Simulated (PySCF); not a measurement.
# C₈H₁₅N: circular dichroism and optical rotation, excited states, first hyperpolarisability

Wanted: circular dichroism and optical rotation, excited states, first hyperpolarisability for C₈H₁₅N (`C=C(C)/C(C)=C/N(C)C`).

Computed with PySCF 2.14.0 and routines of our own; the level stands in each step. Atoms count from 0.

## 1. The system as given

24 atoms, charge 0, multiplicity 1; geometry from: GFN2-xTB.

## 2. Geometry optimisation at PBE0-D3(BJ)/def2-SVP

What the job is given:

```
{"job": {"xc": "PBE0", "basis": "def2-SVP", "d3": "d3bj", "grid": 2, "kind": "geom"}, "charge": 0, "multiplicity": 1}
C      3.061459    -0.566111     0.082062
C      1.995134     0.108097    -0.353544
C      2.191824     1.444694    -1.016651
C      0.632231    -0.398836    -0.196330
C      0.459133    -1.829446     0.235971
C     -0.435227     0.379899    -0.446609
N     -1.768068    -0.003711    -0.286143
C     -2.713602     0.820842    -1.003239
C     -2.223684    -0.308057     1.055851
H      4.057059    -0.174061    -0.040377
H      2.994804    -1.514159     0.583796
H      3.251772     1.641303    -1.155817
H      1.704701     1.468018    -1.989944
H      1.776360     2.244309    -0.404693
H     -0.548981    -2.163248     0.006251
H      1.161087    -2.462732    -0.302882
H      0.642605    -1.957149     1.303437
H     -0.298379     1.373477    -0.858028
H     -3.690122     0.336885    -0.980329
H     -2.815816     1.826941    -0.568245
H     -2.400610     0.917472    -2.041501
H     -1.431328    -0.783009     1.624400
H     -3.079939    -0.983418     1.003035
H     -2.534147     0.601764     1.590551
```

On the command line:

```
$ OMP_NUM_THREADS=1 python excited_run.py task.json out
```

The driver reads the jobs from task.json and runs them one after another.

Output:

```text
step   0  E = -367.89176075  max force = 0.011821
step   1  E = -367.89450140  max force = 0.002215
step   2  E = -367.89455444  max force = 0.000448
step   3  E = -367.89453978  max force = 0.001145
step   4  E = -367.89456905  max force = 0.000559
step   5  E = -367.89456236  max force = 0.000753
step   6  E = -367.89457676  max force = 0.000289
optimisation converged
```

It took 2.3 min on 1 thread of Arm Neoverse V2, shared host; peak memory 0.96 GiB.

The steps of the relaxation:

| step | energy from step 0 (eV) | largest force component (eV/Å) |
| --- | --- | --- |
| 0 | 0.0000 | 0.6079 |
| 1 | -0.0746 | 0.1139 |
| 2 | -0.0760 | 0.0230 |
| 3 | -0.0756 | 0.0589 |
| 4 | -0.0764 | 0.0287 |
| 5 | -0.0762 | 0.0387 |
| 6 | -0.0766 | 0.0149 |

Close pairs (by a distance rule), those that changed most:

| bond | before (Å) | after (Å) | change (Å) |
| --- | --- | --- | --- |
| C0–H10 | 1.075 | 1.091 | +0.017 |
| C0–H9 | 1.077 | 1.093 | +0.016 |
| C4–H16 | 1.091 | 1.104 | +0.014 |
| C2–H12 | 1.089 | 1.102 | +0.013 |
| C0–C1 | 1.335 | 1.348 | +0.013 |
| C2–H13 | 1.089 | 1.102 | +0.013 |
| C3–C5 | 1.345 | 1.358 | +0.013 |
| C5–H17 | 1.084 | 1.097 | +0.013 |

The end geometry stands in the next job.

| at the end point | value |
| --- | --- |
| point group (found at 0.08 Å tolerance) | C1 |
| rotational constants (GHz, main isotopes) | 2.860, 0.938, 0.761 |
| dipole moment (D) | 1.84 |

## 3. Circular dichroism and optical rotation: TDDFT CAM-B3LYP/def2-SVPD

What the job is given:

```
{"job": {"kind": "ecd", "xc": "CAM-B3LYP", "basis": "def2-SVPD", "nstates": 12}, "charge": 0, "multiplicity": 1}
C      3.382207    -0.839383     0.226123
C      2.295022    -0.141940    -0.158883
C      2.471223     1.220209    -0.774349
C      0.934166    -0.672303     0.016596
C      0.764975    -2.082478     0.499625
C     -0.142661     0.100388    -0.277377
N     -1.477552    -0.226319    -0.064779
C     -2.433941     0.550050    -0.810624
C     -1.922868    -0.545172     1.273034
H      4.386287    -0.431097     0.087199
H      3.313006    -1.823352     0.693278
H      3.536944     1.456634    -0.894367
H      1.997303     1.278882    -1.767583
H      2.017802     2.009171    -0.152688
H     -0.246730    -2.447076     0.274500
H      1.482140    -2.747354    -0.005432
H      0.938478    -2.192767     1.584592
H      0.017494     1.078445    -0.746855
H     -3.413816     0.047835    -0.799589
H     -2.577224     1.573217    -0.399904
H     -2.120140     0.639218    -1.860056
H     -1.146061    -1.083776     1.826364
H     -2.820894    -1.183405     1.237648
H     -2.177817     0.367535     1.851999
```

Level: TDDFT CAM-B3LYP/def2-SVPD circular dichroism and optical rotation, one conformer, gas phase.

Output:

```text
coarse grid: 19056 points
cycle   1  E = -368.0099346888  dE =  1.105e+00  |g| = 3.539e-01  |ddm| = 1.274e+01
cycle   2  E = -368.0267048127  dE = -1.677e-02  |g| = 2.937e-01  |ddm| = 2.335e+00
cycle   3  E = -368.0485330168  dE = -2.183e-02  |g| = 7.042e-02  |ddm| = 1.010e+00
cycle   4  E = -368.0495486768  dE = -1.016e-03  |g| = 4.044e-02  |ddm| = 2.372e-01
cycle   5  E = -368.0499488343  dE = -4.002e-04  |g| = 5.472e-03  |ddm| = 9.718e-02
cycle   6  E = -368.0499562405  dE = -7.406e-06  |g| = 2.804e-03  |ddm| = 2.007e-02
final grid: 181240 points
cycle   7  E = -368.1237291886  dE = -5.307e-05  |g| = 5.162e-03  |ddm| = 2.389e-01
cycle   8  E = -368.1237281004  dE =  1.088e-06  |g| = 5.883e-03  |ddm| = 3.613e-02
cycle   9  E = -368.1237356234  dE = -7.523e-06  |g| = 6.986e-04  |ddm| = 1.111e-02
cycle  10  E = -368.1237357317  dE = -1.083e-07  |g| = 2.648e-04  |ddm| = 2.331e-03
cycle  11  E = -368.1237357497  dE = -1.798e-08  |g| = 8.682e-05  |ddm| = 1.161e-03
cycle  12  E = -368.1237357516  dE = -1.945e-09  |g| = 1.665e-05  |ddm| = 2.525e-04
cycle  13  E = -368.1237357518  dE = -1.502e-10  |g| = 4.912e-06  |ddm| = 9.782e-05
converged SCF energy = -368.1237357518

Singlet excitations and rotatory strengths (1e-40 esu^2 cm^2)
state   eV       nm     f(len)   f(vel)    R(len)    R(vel)   main configurations
  1   4.6496   266.7  0.50167  0.48869   -55.822   -53.569   H->L 0.95
  2   5.2857   234.6  0.03169  0.03143    17.567    18.627   H->L+1 0.93
  3   5.9993   206.7  0.01697  0.02290   -25.166   -29.090   H->L+2 0.87
  4   6.0991   203.3  0.00993  0.01171   -12.145   -13.207   H->L+3 0.93
  5   6.4467   192.3  0.13159  0.12774    21.972    21.872   H-1->L 0.91
  6   6.6137   187.5  0.03594  0.03783   -21.455   -21.367   H->L+4 0.84
  7   6.7542   183.6  0.01007  0.01491     6.502     8.127   H->L+5 0.77
  8   6.8981   179.7  0.00700  0.00704     1.766     1.614   H->L+7 0.38, H->L+9 0.22, H-2->L 0.14
  9   6.9885   177.4  0.00187  0.00184    -4.914    -5.378   H->L+9 0.35, H->L+6 0.28, H->L+7 0.22
 10   7.0332   176.3  0.01398  0.01381    -6.072    -5.405   H->L+8 0.51, H->L+6 0.21, H->L+7 0.14
 11   7.2385   171.3  0.01064  0.00826     0.419     2.171   H->L+6 0.29, H->L+8 0.29, H->L+9 0.18
 12   7.3842   167.9  0.00161  0.00157    -2.660    -2.683   H-2->L 0.41, H-1->L+1 0.21, H->L+10 0.11

Specific rotation (deg / (dm g/mL))
    nm     length   length(OI)   velocity    alpha(len)  alpha(vel)
  633.0    -548.04    -545.69    -525.45      123.521    122.921
  589.3    -663.01    -660.07    -635.78      124.620    124.006
  546.0    -820.33    -816.51    -786.77      126.058    125.425
  436.0   -1675.68   -1666.18   -1607.97      132.979    132.244
  405.0   -2211.79   -2198.02   -2122.70      136.813    136.016
  365.0   -3483.75   -3458.08   -3343.73      145.041    144.099
  355.0   -4003.67   -3972.50   -3842.71      148.169    147.167
```

Run time: 3 min. Hardware: 1 thread of Arm Neoverse V2, shared host; peak memory 1.5 GiB.

## 4. Excited states: TDA wB97X-D/def2-SVPD

Settings changed since step 3:

```diff
@@ -1,2 +1,2 @@
-{"job": {"kind": "ecd", "xc": "CAM-B3LYP", "basis": "def2-SVPD", "nstates": 12}, "charge": 0, "multiplicity": 1}
+{"job": {"kind": "states", "xc": "wB97X-D", "basis": "def2-SVPD", "tda": true, "soc": true, "nstates": 6, "ntriplets": 5, "nquad": 4}, "charge": 0, "multiplicity": 1}
 C      3.382207    -0.839383     0.226123
```

Method: TDA wB97X-D/def2-SVPD excited states, vertical, gas phase, spin-orbit mean-field couplings.

Output:

```text
coarse grid: 19056 points
cycle   1  E = -368.1242475786  dE =  1.181e+00  |g| = 3.201e-01  |ddm| = 1.058e+01
cycle   2  E = -368.1452312772  dE = -2.098e-02  |g| = 2.229e-01  |ddm| = 1.830e+00
cycle   3  E = -368.1574108886  dE = -1.218e-02  |g| = 5.937e-02  |ddm| = 7.500e-01
cycle   4  E = -368.1582784495  dE = -8.676e-04  |g| = 2.973e-02  |ddm| = 2.233e-01
cycle   5  E = -368.1584987881  dE = -2.203e-04  |g| = 4.691e-03  |ddm| = 8.381e-02
cycle   6  E = -368.1585068512  dE = -8.063e-06  |g| = 2.590e-03  |ddm| = 2.612e-02
final grid: 181240 points
cycle   7  E = -368.2160682513  dE = -1.780e-04  |g| = 6.799e-03  |ddm| = 4.280e-01
cycle   8  E = -368.2160702529  dE = -2.002e-06  |g| = 6.802e-03  |ddm| = 4.513e-02
cycle   9  E = -368.2160795522  dE = -9.299e-06  |g| = 8.902e-04  |ddm| = 1.289e-02
cycle  10  E = -368.2160797343  dE = -1.821e-07  |g| = 4.886e-04  |ddm| = 4.467e-03
cycle  11  E = -368.2160797963  dE = -6.197e-08  |g| = 9.750e-05  |ddm| = 1.573e-03
cycle  12  E = -368.2160797995  dE = -3.180e-09  |g| = 3.100e-05  |ddm| = 5.732e-04
cycle  13  E = -368.2160797999  dE = -4.262e-10  |g| = 1.068e-05  |ddm| = 2.138e-04
converged SCF energy = -368.2160797999

Singlet excitations
state   eV       nm        f     d(h-e)  d(exc)  Lambda  PR(NTO)  |dmu|/D   mu/D   main configurations
  1   4.9196   252.0   0.64679   1.144   3.412   0.749   1.083    3.261    4.818   H->L 0.90
  2   5.5848   222.0   0.04228   0.524   3.917   0.379   1.058    2.544    1.643   H->L+1 0.88
  3   6.3503   195.2   0.02510   0.278   4.208   0.307   1.256    1.183    1.027   H->L+2 0.79, H-1->L+1 0.08
  4   6.4723   191.6   0.00788   0.213   4.200   0.295   1.037    1.038    0.816   H->L+3 0.87
  5   6.7008   185.0   0.19845   0.742   3.444   0.711   1.206                     H-1->L 0.83
  6   6.8851   180.1   0.05442   1.162   3.426   0.531   1.569                     H->L+6 0.34, H->L+4 0.31, H-2->L 0.16

Triplet excitations (Tamm-Dancoff)
state   eV     d(h-e)  d(exc)  Lambda  PR(NTO)   main configurations
  1   2.9415   0.288   2.883   0.749   1.078   H->L 0.88
  2   4.6038   0.056   2.434   0.670   1.673   H-1->L 0.54, H->L+6 0.15, H-2->L 0.10
  3   5.5496   0.659   3.926   0.376   1.052   H->L+1 0.89
  4   5.9966   1.434   3.217   0.697   1.298   H-2->L 0.45, H-1->L 0.27
  5   6.3431   0.186   4.198   0.307   1.274   H->L+2 0.78, H-1->L+1 0.09
S1 - T1 = 1.9782 eV

Spin-orbit couplings |<S|Hso|T>| (cm-1)
             T1       T2       T3       T4       T5
S0        0.563    0.986    1.616    2.852    1.618
S1        0.645    0.331    0.663    2.942    0.948
S2        0.910    0.355    0.154    0.699    0.419
S3        1.197    0.545    0.308    0.345    0.022
S4        2.883    0.614    0.495    0.188    1.433
S5        1.656    0.726    0.181    0.664    0.170
S6        1.220    1.083    0.247    0.390    0.851
T1 sublevels (cm-1): 0.000 0.000 0.000   radiative rates (1/s): 0.337 0.0051 0.0116
```

It took 85 s on 1 thread of Arm Neoverse V2, shared host; peak memory 1.3 GiB.

Key values:

| quantity | value |
| --- | --- |
| S1 less T1 | 1.98 eV |

## 5. Excited states: TDDFT CAM-B3LYP/def2-SVPD

Settings changed since step 4:

```diff
@@ -1,2 +1,2 @@
-{"job": {"kind": "states", "xc": "wB97X-D", "basis": "def2-SVPD", "tda": true, "soc": true, "nstates": 6, "ntriplets": 5, "nquad": 4}, "charge": 0, "multiplicity": 1}
+{"job": {"kind": "states", "xc": "CAM-B3LYP", "basis": "def2-SVPD", "tpa": true, "nstates": 8, "nquad": 6, "ntriplets": 0}, "charge": 0, "multiplicity": 1}
 C      3.382207    -0.839383     0.226123
```

Level: TDDFT CAM-B3LYP/def2-SVPD excited states, vertical, gas phase, two-photon moments by quadratic response.

Output:

```text
coarse grid: 19056 points
cycle   1  E = -368.0099346888  dE =  1.105e+00  |g| = 3.539e-01  |ddm| = 1.274e+01
cycle   2  E = -368.0267048127  dE = -1.677e-02  |g| = 2.937e-01  |ddm| = 2.335e+00
cycle   3  E = -368.0485330168  dE = -2.183e-02  |g| = 7.042e-02  |ddm| = 1.010e+00
cycle   4  E = -368.0495486768  dE = -1.016e-03  |g| = 4.044e-02  |ddm| = 2.372e-01
cycle   5  E = -368.0499488343  dE = -4.002e-04  |g| = 5.472e-03  |ddm| = 9.718e-02
cycle   6  E = -368.0499562405  dE = -7.406e-06  |g| = 2.804e-03  |ddm| = 2.007e-02
final grid: 181240 points
cycle   7  E = -368.1237291886  dE = -5.307e-05  |g| = 5.162e-03  |ddm| = 2.389e-01
cycle   8  E = -368.1237281004  dE =  1.088e-06  |g| = 5.883e-03  |ddm| = 3.613e-02
cycle   9  E = -368.1237356234  dE = -7.523e-06  |g| = 6.986e-04  |ddm| = 1.111e-02
cycle  10  E = -368.1237357317  dE = -1.083e-07  |g| = 2.648e-04  |ddm| = 2.331e-03
cycle  11  E = -368.1237357497  dE = -1.798e-08  |g| = 8.682e-05  |ddm| = 1.161e-03
cycle  12  E = -368.1237357516  dE = -1.945e-09  |g| = 1.665e-05  |ddm| = 2.525e-04
cycle  13  E = -368.1237357518  dE = -1.502e-10  |g| = 4.912e-06  |ddm| = 9.782e-05
converged SCF energy = -368.1237357518

Singlet excitations
state   eV       nm        f     d(h-e)  d(exc)  Lambda  PR(NTO)  |dmu|/D   mu/D   delta(TPA)   sigma/GM   main configurations
  1   4.6497   266.6   0.50177   1.044   3.430   0.744   1.109    2.992    4.527      430.88      3.413   H->L 0.95
  2   5.2857   234.6   0.03172   0.724   4.071   0.398   1.043    3.172    2.056      426.78      4.368   H->L+1 0.93
  3   5.9993   206.7   0.01696   0.366   4.441   0.304   1.157    1.456    1.818      105.52      1.391   H->L+2 0.87
  4   6.0991   203.3   0.00993   0.220   4.326   0.296   1.024    1.076    1.031      138.90      1.893   H->L+3 0.93
  5   6.4469   192.3   0.13162   0.288   3.352   0.710   1.167    0.744    1.411     1364.52     20.777   H-1->L 0.91
  6   6.6138   187.5   0.03598   0.531   4.290   0.365   1.103    2.477    1.696     1505.63     24.128   H->L+4 0.84
  7   6.7543   183.6   0.01008   0.905   4.389   0.317   1.245                                            H->L+5 0.77
  8   6.8982   179.7   0.00700   0.407   3.717   0.530   1.451                                            H->L+7 0.38, H->L+9 0.22, H-2->L 0.14
```

Wall time 2 min (1 thread of Arm Neoverse V2, shared host); peak memory 1.4 GiB.

## 6. First hyperpolarisability: quadratic response CAM-B3LYP/def2-SVPD

Settings changed since step 5:

```diff
@@ -1,2 +1,2 @@
-{"job": {"kind": "states", "xc": "CAM-B3LYP", "basis": "def2-SVPD", "tpa": true, "nstates": 8, "nquad": 6, "ntriplets": 0}, "charge": 0, "multiplicity": 1}
+{"job": {"kind": "beta", "xc": "CAM-B3LYP", "basis": "def2-SVPD"}, "charge": 0, "multiplicity": 1}
 C      3.382207    -0.839383     0.226123
```

With the program's defaults for keys left out, this is: quadratic response CAM-B3LYP/def2-SVPD first hyperpolarisability, Taylor convention, gas phase.

Output:

```text
coarse grid: 19056 points
cycle   1  E = -368.0099346888  dE =  1.105e+00  |g| = 3.539e-01  |ddm| = 1.274e+01
cycle   2  E = -368.0267048127  dE = -1.677e-02  |g| = 2.937e-01  |ddm| = 2.335e+00
cycle   3  E = -368.0485330168  dE = -2.183e-02  |g| = 7.042e-02  |ddm| = 1.010e+00
cycle   4  E = -368.0495486768  dE = -1.016e-03  |g| = 4.044e-02  |ddm| = 2.372e-01
cycle   5  E = -368.0499488343  dE = -4.002e-04  |g| = 5.472e-03  |ddm| = 9.718e-02
cycle   6  E = -368.0499562405  dE = -7.406e-06  |g| = 2.804e-03  |ddm| = 2.007e-02
final grid: 181240 points
cycle   7  E = -368.1237291886  dE = -5.307e-05  |g| = 5.162e-03  |ddm| = 2.389e-01
cycle   8  E = -368.1237281004  dE =  1.088e-06  |g| = 5.883e-03  |ddm| = 3.613e-02
cycle   9  E = -368.1237356234  dE = -7.523e-06  |g| = 6.986e-04  |ddm| = 1.111e-02
cycle  10  E = -368.1237357317  dE = -1.083e-07  |g| = 2.648e-04  |ddm| = 2.331e-03
cycle  11  E = -368.1237357497  dE = -1.798e-08  |g| = 8.682e-05  |ddm| = 1.161e-03
cycle  12  E = -368.1237357516  dE = -1.945e-09  |g| = 1.665e-05  |ddm| = 2.525e-04
cycle  13  E = -368.1237357518  dE = -1.502e-10  |g| = 4.912e-06  |ddm| = 9.782e-05
converged SCF energy = -368.1237357518

Lowest singlets (eV, f): 4.6497 0.5018  5.2857 0.0317  5.9993 0.0170

First hyperpolarisability (au)
process     nm      |vector|   parallel      HRS      DR
static         -      586.97     267.53     271.65   3.689
shg       1907.0      659.84     306.76     303.91   3.763
eope      1907.0      609.77     279.77          -       -
shg       1064.0      883.94     428.84     402.69   3.931
eope      1064.0      665.51     309.83          -       -
```

Run time: 92 s. Hardware: 1 thread of Arm Neoverse V2, shared host; peak memory 1.4 GiB.

## 7. Circular dichroism and optical rotation: CAM-B3LYP/def2-SVPD in carbondisulfide

Settings changed since step 6:

```diff
@@ -1,2 +1,2 @@
-{"job": {"kind": "beta", "xc": "CAM-B3LYP", "basis": "def2-SVPD"}, "charge": 0, "multiplicity": 1}
+{"job": {"kind": "ecd", "xc": "CAM-B3LYP", "basis": "def2-SVPD", "nstates": 12, "solvent": "carbondisulfide"}, "charge": 0, "multiplicity": 1}
 C      3.382207    -0.839383     0.226123
```

With the program's defaults for keys left out, this is: CAM-B3LYP/def2-SVPD.

Output:

```text
KeyError: 'carbondisulfide'
```

Hardware: 1 thread of Arm Neoverse V2, shared host.

Diagnosis: The input was refused with the message shown. The remedy is to check the setting that the message names.

## 8. Outcome

| quantity | value |
| --- | --- |
| point group | C1 |
| rotational constants (main isotopes) | 2.86, 0.94, 0.76 GHz |
| state of largest rotatory strength (velocity form) among 12 (step 3, TDDFT CAM-B3LYP/def2-SVPD) | 4.65 eV, R = -53.6 (velocity), -55.8 (length) ·10⁻⁴⁰ esu² cm² |
| specific rotation at 633.0 nm (step 3, TDDFT CAM-B3LYP/def2-SVPD) | -525.5 (velocity), -548.0 (length) |
| S1 less T1 (step 4, TDA wB97X-D/def2-SVPD) | 1.98 eV |
| β vector (step 6, quadratic response CAM-B3LYP/def2-SVPD) | static 587, SHG 1907.0 nm 660, SHG 1064.0 nm 884 au |
| runs | 1 failed, 0 ended on unsound input |

In words: The optimisation took 6 steps and gained 0.077 eV; among the close pairs (by a distance rule), C0–H10 changed most, from 1.075 to 1.091 Å. No frequency check was run at this level, so the end point may be a saddle. Rotations belong to one conformer and to the handedness of the start; where its mirror image forms freely, a sample shows none. In step 4, the number of triplets below S1 is 2, and the largest singlet-triplet spin-orbit coupling is S1–T4, 2.94 cm⁻¹. β grows from 587 au (static) to 884 au for doubling at 1064.0 nm: normal dispersion, which grows as twice the photon energy moves toward the bright states.
